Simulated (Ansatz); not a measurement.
# C4H9B: one species, many methods

Aim: compute C4H9B with functionals from several rungs and with coupled cluster, and see how far each lands from CCSD(T) at the basis-set limit for the atomisation energy.

Method: functionals in def2-TZVPP, the program's frozen cores in correlated methods; program: Ansatz 0.2.0, Gaussian basis.

Levels to be run: PBE-D4, r2SCAN-D4, PBE0-D4, B3LYP-D4, ωB97X-V, ωB97M-V, B2PLYP; CCSD(T)/def2-TZVPP; MP2/def2-QZVPP; extrapolation to the limit.

### Step 1. The geometry

An earlier PBE0-D4 in a triple-zeta def2 set relaxation fixed the geometry.

SMILES `BC(=C)CC`, 14 atoms, charge 0, spin multiplicity 1.

Atoms are counted from 1 here; the program's logs count them from 0.

Bond lengths: B1–C2 1.540 Å, B1–H6 1.199 Å, B1–H7 1.197 Å, C2–C3 1.342 Å, C2–C4 1.505 Å, C3–H8 1.089 Å, C3–H9 1.085 Å, C4–C5 1.524 Å, C4–H10 1.096 Å, C4–H11 1.095 Å, C5–H12 1.093 Å, C5–H13 1.092 Å, C5–H14 1.093 Å. Angles: C2–B1–H6 121.5°, C2–B1–H7 119.4°, H6–B1–H7 119.1°, B1–C2–C3 117.5°, B1–C2–C4 121.3°, C3–C2–C4 121.2°, C2–C3–H8 122.3°, C2–C3–H9 121.0°, H8–C3–H9 116.7°, C2–C4–C5 112.0°, C2–C4–H10 109.0°, C2–C4–H11 110.3°, C5–C4–H10 108.9°, C5–C4–H11 109.8°, H10–C4–H11 106.8°, C4–C5–H12 110.9°, C4–C5–H13 111.2°, C4–C5–H14 110.9° and more.

Coordinates:

```
B    -0.7267    1.3766    0.9500
C    -0.1597   -0.0344    0.7046
C    -0.6408   -1.0352    1.4581
C     0.9073   -0.2805   -0.3271
C     0.3897   -0.0706   -1.7450
H    -0.2898    2.3355    0.3783
H    -1.6117    1.5250    1.7426
H    -0.2703   -2.0559    1.3766
H    -1.4225   -0.8578    2.1893
H     1.7410    0.4079   -0.1491
H     1.3076   -1.2947   -0.2242
H    -0.4145   -0.7742   -1.9741
H     1.1846   -0.2113   -2.4809
H    -0.0072    0.9403   -1.8703
```

### Step 2. PBE-D4 (GGA)

in.yaml reads:

```yaml
crystal:
  periodic: [false, false, false]
  atoms:
    - {symbol: B, position_ang: [-0.726686, 1.376563, 0.949958]}
    - {symbol: C, position_ang: [-0.159743, -0.034413, 0.704559]}
    - {symbol: C, position_ang: [-0.640810, -1.035163, 1.458136]}
    - {symbol: C, position_ang: [0.907332, -0.280452, -0.327147]}
    - {symbol: C, position_ang: [0.389679, -0.070617, -1.744980]}
    - {symbol: H, position_ang: [-0.289783, 2.335522, 0.378283]}
    - {symbol: H, position_ang: [-1.611734, 1.524957, 1.742550]}
    - {symbol: H, position_ang: [-0.270289, -2.055912, 1.376633]}
    - {symbol: H, position_ang: [-1.422471, -0.857828, 2.189322]}
    - {symbol: H, position_ang: [1.741008, 0.407896, -0.149098]}
    - {symbol: H, position_ang: [1.307601, -1.294659, -0.224178]}
    - {symbol: H, position_ang: [-0.414477, -0.774209, -1.974055]}
    - {symbol: H, position_ang: [1.184612, -0.211314, -2.480880]}
    - {symbol: H, position_ang: [-0.007236, 0.940325, -1.870301]}
basis:
  gaussian: {orbitals: def2-TZVPP}
hamiltonian: {xc: pbe, dispersion: d4}
output: {forces: true, orbitals: {seedname: orbitals}}
```

On the command line:

```console
> ansatz run in.yaml --threads 4 --pin off --events-out ev --progress --plain --max-ram 10444MiB
```

Further steps of the session: r2SCAN-D4 (meta-GGA); PBE0-D4 (hybrid); B3LYP-D4 (hybrid); ωB97X-V (range-separated); ωB97M-V (range-separated); B2PLYP (double hybrid); CCSD(T) in def2-TZVPP; MP2 in def2-QZVPP.

Q: Predict the results of all the runs planned. Wanted: atomisation energy, CCSD(T)/CBS; farthest; mean size of error, hybrid; mean size of error, range-separated; gap, smallest and largest; T1 diagnostic; triples share of the correlation energy.

**Answer**, as computed:

```
                               quantity                                 value
        atomisation energy, CCSD(T)/CBS                             57.542 eV
    functionals within 0.288 eV (0.5 %)                       ωB97X-V, B2PLYP
                               farthest                    PBE-D4 (+1.222 eV)
             mean size of error, hybrid                              0.464 eV
    mean size of error, range-separated                              0.227 eV
              gap, smallest and largest  3.98 eV (PBE-D4), 10.45 eV (ωB97X-V)
                          T1 diagnostic                                0.0099
triples share of the correlation energy                                 4.0 %
```

**Reading.** PBE-D4 is off by +1.222 eV. Double hybrids carry the basis error of their MP2 part in triple zeta, and no dispersion term here, so their miss is partly the set-up's. Misses under about 0.288 eV are within the doubt on the reference itself, which lacks core-valence correlation, relativity and higher excitations. Hartree-Fock recovers 77 % of the binding; the rest is correlation. Orbital gaps span 4.0 to 10.5 eV; exact exchange widens them. The restricted reference is unstable towards a spin-broken one.
